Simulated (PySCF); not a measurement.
# C2H9BO2Si: magnetic properties

Aim: compute the magnetic properties of C2H9BO2Si (`CBO[SiH2]OC`).

Programs: PySCF 2.14.0, with routines of our own; each step states its level. All values are computed. Atoms count from 0.

## Step 1: The system as given

15 atoms, charge 0, multiplicity 1; geometry from: GFN2-xTB.

## Step 2: Magnetic properties: GIAO HF/pcSseg-1

The job: settings as JSON, then the geometry in Å.

```
{"job": {"kind": "mag", "xc": "HF", "basis": "pcSseg-1", "isotopologues": 2}, "charge": 0, "multiplicity": 1}
C     -3.023121     0.016319     0.336630
B     -1.920082    -0.565515    -0.643594
O     -0.674098    -0.142476    -0.568863
Si     0.860831    -0.048672    -1.015434
O      1.614158     0.185226     0.395528
C      2.971494     0.379335     0.631783
H     -3.887603     0.383371    -0.212610
H     -3.390985    -0.767813     0.996179
H     -2.647215     0.824169     0.957999
H     -2.205074    -1.386685    -1.448499
H      0.958479     1.107014    -1.908156
H      1.335288    -1.276529    -1.661490
H      3.128722     0.410071     1.710673
H      3.566198    -0.431591     0.204043
H      3.308593     1.321767     0.192585
```

With the program's defaults for keys left out, this is: GIAO HF/pcSseg-1 magnetisability, rotational g tensor and spin-rotation constants, non-relativistic, gas phase.

Started as:

```console
$ OMP_NUM_THREADS=1 python excited_run.py task.json out
```

This one command runs all jobs of the session in turn.

What it wrote:

```text
final grid: 116320 points
cycle   1  E = -544.2684616501  dE =  9.504e-01  |g| = 7.258e-01  |ddm| = 3.145e+00
cycle   2  E = -544.3595322615  dE = -9.107e-02  |g| = 4.205e-01  |ddm| = 6.718e-01
cycle   3  E = -544.3899126569  dE = -3.038e-02  |g| = 6.915e-02  |ddm| = 2.750e-01
cycle   4  E = -544.3913394452  dE = -1.427e-03  |g| = 1.161e-02  |ddm| = 8.393e-02
cycle   5  E = -544.3913825735  dE = -4.313e-05  |g| = 2.695e-03  |ddm| = 1.538e-02
cycle   6  E = -544.3913857579  dE = -3.184e-06  |g| = 7.604e-04  |ddm| = 4.836e-03
cycle   7  E = -544.3913859957  dE = -2.378e-07  |g| = 2.265e-04  |ddm| = 1.210e-03
cycle   8  E = -544.3913860183  dE = -2.260e-08  |g| = 9.036e-05  |ddm| = 3.649e-04
cycle   9  E = -544.3913860209  dE = -2.639e-09  |g| = 2.261e-05  |ddm| = 1.112e-04
cycle  10  E = -544.3913860212  dE = -3.217e-10  |g| = 5.528e-06  |ddm| = 4.172e-05
converged SCF energy = -544.3913860212

Magnetisability tensor (1e-30 J/T^2)
    -1009.92       24.16      -13.07
       24.16    -1004.81       29.03
      -13.07       29.03     -998.98
isotropic -1004.57   principal values   -1049.38   -993.19   -971.14
isotropic susceptibility -60.497 1e-6 cm^3/mol

Inertial axes            a          b          c
rot. const./GHz      8.0078     1.2288     1.1043
chi total           -60.621    -59.304    -61.565
chi diamagnetic    -260.920  -1111.156  -1226.725
chi paramagnetic    200.299   1051.852   1165.160
quadrupole/D A        6.276     -3.820     -2.456
g nuclear            0.6726     0.5975     0.5965
g electronic        -0.7535    -0.6072    -0.6045
g total             -0.0809    -0.0097    -0.0080

Spin-rotation constants (kHz, H = +C I.J)
atom  isotope        aa         bb         cc
  1    11B        2.867      0.297      0.214
  6     1H       -0.191     -0.126     -0.097
  7     1H       -0.759     -0.107     -0.037
  8     1H       -0.739     -0.052     -0.085
  9     1H       -0.441     -0.003     -0.062
 10     1H       -0.706     -0.090      0.023
 11     1H       -0.646     -0.043     -0.028
 12     1H       -0.855      0.054     -0.102
 13     1H       -0.634     -0.058     -0.041
 14     1H       -0.729     -0.114      0.025
  0    13C*       1.121      0.129      0.127
  2    17O*      -2.043     -0.226     -0.109
  3   29Si*      -4.160     -0.653     -0.580
  4    17O*      -0.597     -0.027     -0.037
  5    13C*       0.997      0.241      0.210
* in the singly substituted isotopologue

Isotopologues: g along a, b, c
2H    at 6,7,8,9,10,11,    -0.0603    -0.0081    -0.0067
13C   at 0                 -0.0799    -0.0095    -0.0078
```

It took 9.1 s on 1 thread of Arm Neoverse V2, shared host; peak memory 0.76 GiB.

Key values:

| quantity | value |
| --- | --- |
| magnetisability | -1005·10⁻³⁰ J/T² |
| molar susceptibility | -60.5·10⁻⁶ cm³/mol |
| rotational g (a, b, c) | -0.0809, -0.0097, -0.0080 |

## Step 3: Magnetic properties: GIAO KT1/6-31++G**

The job, as its differences from that of step 2:

```diff
@@ -1,2 +1,2 @@
-{"job": {"kind": "mag", "xc": "HF", "basis": "pcSseg-1", "isotopologues": 2}, "charge": 0, "multiplicity": 1}
+{"job": {"kind": "mag", "xc": "KT1", "basis": "6-31++G**"}, "charge": 0, "multiplicity": 1}
 C     -3.023121     0.016319     0.336630
```

With the program's defaults for keys left out, this is: GIAO KT1/6-31++G** magnetisability, rotational g tensor and spin-rotation constants, non-relativistic, gas phase.

What it wrote:

```text
coarse grid: 12640 points
cycle   1  E = -551.0266139816  dE =  6.426e-01  |g| = 9.713e-01  |ddm| = 3.638e+00
cycle   2  E = -550.1777275293  dE =  8.489e-01  |g| = 2.203e+00  |ddm| = 4.799e+00
cycle   3  E = -551.2127969030  dE = -1.035e+00  |g| = 2.058e-01  |ddm| = 4.147e+00
cycle   4  E = -551.2215667306  dE = -8.770e-03  |g| = 1.038e-01  |ddm| = 4.015e-01
cycle   5  E = -551.2242387713  dE = -2.672e-03  |g| = 1.948e-02  |ddm| = 1.227e-01
cycle   6  E = -551.2243140288  dE = -7.526e-05  |g| = 1.199e-02  |ddm| = 4.656e-02
cycle   7  E = -551.2243420035  dE = -2.797e-05  |g| = 1.311e-03  |ddm| = 1.128e-02
cycle   8  E = -551.2243423755  dE = -3.720e-07  |g| = 2.568e-04  |ddm| = 2.614e-03
final grid: 116320 points
cycle   9  E = -551.1160487508  dE = -7.364e-05  |g| = 1.522e-02  |ddm| = 7.764e-02
cycle  10  E = -551.1159062544  dE =  1.425e-04  |g| = 3.070e-02  |ddm| = 4.540e-02
cycle  11  E = -551.1160935527  dE = -1.873e-04  |g| = 2.438e-03  |ddm| = 3.378e-02
cycle  12  E = -551.1160950195  dE = -1.467e-06  |g| = 3.073e-04  |ddm| = 3.420e-03
cycle  13  E = -551.1160950463  dE = -2.677e-08  |g| = 8.144e-05  |ddm| = 7.883e-04
cycle  14  E = -551.1160950473  dE = -1.075e-09  |g| = 4.801e-05  |ddm| = 1.314e-04
cycle  15  E = -551.1160950478  dE = -4.263e-10  |g| = 1.050e-05  |ddm| = 5.162e-05
converged SCF energy = -551.1160950478

Magnetisability tensor (1e-30 J/T^2)
     -957.16       31.40      -10.06
       31.40     -965.86       30.58
      -10.06       30.58     -957.48
isotropic -960.17   principal values   -1010.45   -947.27   -922.78
isotropic susceptibility -57.823 1e-6 cm^3/mol

Inertial axes            a          b          c
rot. const./GHz      8.0078     1.2288     1.1043
chi total           -57.348    -56.813    -59.306
chi diamagnetic    -260.932  -1111.913  -1227.194
chi paramagnetic    203.584   1055.100   1167.887
quadrupole/D A        5.595     -3.235     -2.360
g nuclear            0.6726     0.5975     0.5965
g electronic        -0.7659    -0.6091    -0.6059
g total             -0.0933    -0.0116    -0.0094

Spin-rotation constants (kHz, H = +C I.J)
atom  isotope        aa         bb         cc
  1    11B        2.829      0.292      0.212
  6     1H       -0.150     -0.127     -0.096
  7     1H       -0.750     -0.108     -0.034
  8     1H       -0.702     -0.052     -0.087
  9     1H       -0.354      0.005     -0.054
 10     1H       -0.638     -0.080      0.032
 11     1H       -0.571     -0.032     -0.019
 12     1H       -0.849      0.063     -0.103
 13     1H       -0.614     -0.051     -0.034
 14     1H       -0.711     -0.111      0.035
  0    13C*       1.087      0.117      0.119
  2    17O*      -2.371     -0.244     -0.154
  3   29Si*      -4.238     -0.670     -0.625
  4    17O*      -0.782     -0.056     -0.080
  5    13C*       0.901      0.245      0.209
* in the singly substituted isotopologue
```

Wall time 28 s (1 thread of Arm Neoverse V2, shared host); peak memory 0.56 GiB.

From this job:

```csv
quantity,value
magnetisability,-960·10⁻³⁰ J/T²
molar susceptibility,-57.8·10⁻⁶ cm³/mol
"rotational g (a, b, c)","-0.0933, -0.0116, -0.0094"
```

## Step 4: Magnetic properties: GIAO B3LYP/6-31G

The job, as its differences from that of step 3:

```diff
@@ -1,2 +1,2 @@
-{"job": {"kind": "mag", "xc": "KT1", "basis": "6-31++G**"}, "charge": 0, "multiplicity": 1}
+{"job": {"kind": "mag", "xc": "B3LYP", "basis": "6-31G"}, "charge": 0, "multiplicity": 1}
 C     -3.023121     0.016319     0.336630
```

Method: GIAO B3LYP/6-31G magnetisability, rotational g tensor and spin-rotation constants, non-relativistic, gas phase.

What it wrote:

```text
coarse grid: 12640 points
cycle   1  E = -546.2430727085  dE =  8.158e-01  |g| = 1.010e+00  |ddm| = 3.433e+00
cycle   2  E = -545.8011221899  dE =  4.420e-01  |g| = 1.795e+00  |ddm| = 2.684e+00
cycle   3  E = -546.4449588777  dE = -6.438e-01  |g| = 1.389e-01  |ddm| = 1.946e+00
cycle   4  E = -546.4491315034  dE = -4.173e-03  |g| = 5.812e-02  |ddm| = 1.924e-01
cycle   5  E = -546.4499722597  dE = -8.408e-04  |g| = 1.032e-02  |ddm| = 5.617e-02
cycle   6  E = -546.4499944312  dE = -2.217e-05  |g| = 5.032e-03  |ddm| = 1.483e-02
cycle   7  E = -546.4499991693  dE = -4.738e-06  |g| = 6.714e-04  |ddm| = 4.605e-03
final grid: 116320 points
cycle   8  E = -546.3915672059  dE = -5.613e-06  |g| = 5.491e-03  |ddm| = 1.245e-02
cycle   9  E = -546.3915640504  dE =  3.155e-06  |g| = 6.718e-03  |ddm| = 1.002e-02
cycle  10  E = -546.3915747773  dE = -1.073e-05  |g| = 7.583e-04  |ddm| = 5.445e-03
cycle  11  E = -546.3915748995  dE = -1.222e-07  |g| = 1.189e-04  |ddm| = 8.582e-04
cycle  12  E = -546.3915749028  dE = -3.309e-09  |g| = 1.635e-05  |ddm| = 1.514e-04
cycle  13  E = -546.3915749029  dE = -8.026e-11  |g| = 7.795e-06  |ddm| = 3.054e-05
converged SCF energy = -546.3915749029

Magnetisability tensor (1e-30 J/T^2)
     -996.23       29.63       -7.42
       29.63     -987.38       34.52
       -7.42       34.52     -993.02
isotropic -992.21   principal values   -1040.68   -987.54   -948.42
isotropic susceptibility -59.752 1e-6 cm^3/mol

Inertial axes            a          b          c
rot. const./GHz      8.0078     1.2288     1.1043
chi total           -59.688    -58.819    -60.751
chi diamagnetic    -259.388  -1109.981  -1225.175
chi paramagnetic    199.701   1051.162   1164.424
quadrupole/D A        6.085     -3.405     -2.679
g nuclear            0.6726     0.5975     0.5965
g electronic        -0.7513    -0.6068    -0.6041
g total             -0.0787    -0.0094    -0.0076

Spin-rotation constants (kHz, H = +C I.J)
atom  isotope        aa         bb         cc
  1    11B        2.880      0.285      0.207
  6     1H       -0.205     -0.132     -0.101
  7     1H       -0.794     -0.114     -0.039
  8     1H       -0.748     -0.057     -0.089
  9     1H       -0.376     -0.002     -0.062
 10     1H       -0.694     -0.087      0.018
 11     1H       -0.637     -0.043     -0.031
 12     1H       -0.895      0.053     -0.104
 13     1H       -0.692     -0.061     -0.045
 14     1H       -0.783     -0.117      0.021
  0    13C*       1.104      0.126      0.123
  2    17O*      -2.475     -0.228     -0.126
  3   29Si*      -3.966     -0.637     -0.595
  4    17O*      -0.712     -0.055     -0.063
  5    13C*       0.944      0.244      0.207
* in the singly substituted isotopologue
```

It took 8.3 s on 1 thread of Arm Neoverse V2, shared host.

From this job:

```
              quantity                      value
       magnetisability            -992·10⁻³⁰ J/T²
  molar susceptibility         -59.8·10⁻⁶ cm³/mol
rotational g (a, b, c)  -0.0787, -0.0094, -0.0076
```

## Step 5: Magnetic properties side by side

```csv
level,ξ (10⁻³⁰ J/T²),g(a),g(b),gap (eV),functions,time
GIAO HF/pcSseg-1,-1005,-0.0809,-0.0097,15.30,154,9.1 s
GIAO KT1/6-31++G**,-960,-0.0933,-0.0116,5.51,166,28 s
GIAO B3LYP/6-31G,-992,-0.0787,-0.0094,7.69,76,8.3 s
```

## Step 6: Results

| quantity | value |
| --- | --- |
| magnetisability (step 2, GIAO HF/pcSseg-1) | -1005·10⁻³⁰ J/T² |
| molar susceptibility (step 2, GIAO HF/pcSseg-1) | -60.5·10⁻⁶ cm³/mol |
| rotational g (a, b, c) (step 2, GIAO HF/pcSseg-1) | -0.0809, -0.0097, -0.0080 |
| magnetisability over the levels | -1005 to -960·10⁻³⁰ J/T² |

What this shows: The magnetisability spreads by 4.5 % over 3 levels, from GIAO HF/pcSseg-1 (9.1 s) to GIAO KT1/6-31++G** (28 s); the runs took 8.3 s to 28 s. Vibrational averaging and real surroundings are missing from these values.
